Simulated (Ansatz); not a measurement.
# CH4S2Sn: ionisation energy by level of theory

One table from this session's results is given with a row withheld; the runs are named, their logs left out.

Computed with Ansatz 0.2.0, Gaussian basis. Level: unrestricted cation, the program's frozen cores in correlated methods.

Levels to be run: UKS PBE-D4/def2-TZVPP; UKS r2SCAN-D4/def2-TZVPP; UKS PBE0-D4/def2-TZVPP; UKS B3LYP-D4/def2-TZVPP; UKS wB97X-V/def2-TZVPP; UKS wB97M-V/def2-TZVPP; UKS B2PLYP/def2-TZVPP; UHF-CCSD(T)/def2-TZVPP; UHF-MP2/def2-QZVPP; extrapolation to the limit; then −ε(HOMO) from the neutral's earlier runs with LDA (SPW92), PBE-D4, revPBE-D4, BLYP-D4, r2SCAN-D4, B97M-V, PBE0-D4, B3LYP-D4, r2SCANh-D4, r2SCAN0-D4, HSE06-D4, BHLYP-D4, CAM-B3LYP-D4, LC-ωPBE, ωB97X-V, ωB97M-V.

## The geometry

The geometry comes from an earlier relaxation with PBE0-D4 in a triple-zeta def2 set; it is a stationary point, not always the lowest conformer. Sn takes the def2 core potential; no spin-orbit term is included.

SMILES `C[S][Sn][SH]`, 8 atoms, charge 0, spin multiplicity 1.

Atoms are counted from 1 here; the program's logs count them from 0.

Bond lengths: C1–S2 1.809 Å, C1–H5 1.090 Å, C1–H6 1.090 Å, C1–H7 1.090 Å, S2–Sn3 2.424 Å, Sn3–S4 2.439 Å, S4–H8 1.342 Å. Angles: S2–C1–H5 111.2°, S2–C1–H6 111.2°, S2–C1–H7 107.0°, H5–C1–H6 110.1°, H5–C1–H7 108.6°, H6–C1–H7 108.6°, C1–S2–Sn3 110.5°, S2–Sn3–S4 101.5°, Sn3–S4–H8 98.4°.

The first run:

in.yaml

```yaml
crystal:
  periodic: [false, false, false]
  atoms:
    - {symbol: C, position_ang: [0.296672, 1.025149, -0.382225]}
    - {symbol: S, position_ang: [0.752562, 0.720795, 1.342098]}
    - {symbol: Sn, position_ang: [0.090341, -1.511472, 2.014835]}
    - {symbol: S, position_ang: [-0.930896, -2.354481, -0.033242]}
    - {symbol: H, position_ang: [-0.782760, 0.962116, -0.521534]}
    - {symbol: H, position_ang: [0.802631, 0.329766, -1.052298]}
    - {symbol: H, position_ang: [0.619930, 2.038037, -0.623428]}
    - {symbol: H, position_ang: [-0.756280, -1.267111, -0.800008]}
basis:
  gaussian: {orbitals: def2-TZVPP}
total_charge: 1
magnetization: {spin_polarized: true, initial_magnetization: 1}
hamiltonian: {xc: pbe, dispersion: d4}
```

Run with:

```bash
ansatz run in.yaml --threads 2 --pin off --events-out ev --progress --plain --max-ram 32768MiB --backend cpu
```

Among the steps run: Cation, UKS PBE-D4/def2-TZVPP; Cation, UKS r2SCAN-D4/def2-TZVPP; Cation, UKS PBE0-D4/def2-TZVPP; Cation, UKS B3LYP-D4/def2-TZVPP; Cation, UKS wB97X-V/def2-TZVPP; Cation, UKS wB97M-V/def2-TZVPP; Cation, UKS B2PLYP (frozen core)/def2-TZVPP; Cation, UHF-CCSD(T)/def2-TZVPP; Cation, UHF-MP2/def2-QZVPP.

One of the session's tables, all rows but one given; the rest of the session is left out.

Orbital estimates, from the neutral's runs:

| functional | −ε(HOMO) (eV) |
| --- | --- |
| LDA (SPW92) | 6.09 |
| PBE-D4 | 5.94 |
| revPBE-D4 | 5.89 |
| BLYP-D4 | 5.76 |
| r2SCAN-D4 | 6.21 |
| B97M-V | ? |
| PBE0-D4 | 7.04 |
| B3LYP-D4 | 6.81 |
| r2SCANh-D4 | 6.62 |
| r2SCAN0-D4 | 7.22 |
| HSE06-D4 | 6.66 |
| BHLYP-D4 | 7.89 |
| CAM-B3LYP-D4 | 8.24 |
| LC-ωPBE | 9.46 |
| ωB97X-V | 9.16 |
| ωB97M-V | 9.05 |

**Question.** Estimate the row for B97M-V.

**Answer.** −ε(HOMO) (eV): 6.20. In the column «−ε(HOMO) (eV)» it lies between LDA (SPW92) (6.09) and r2SCAN-D4 (6.21).
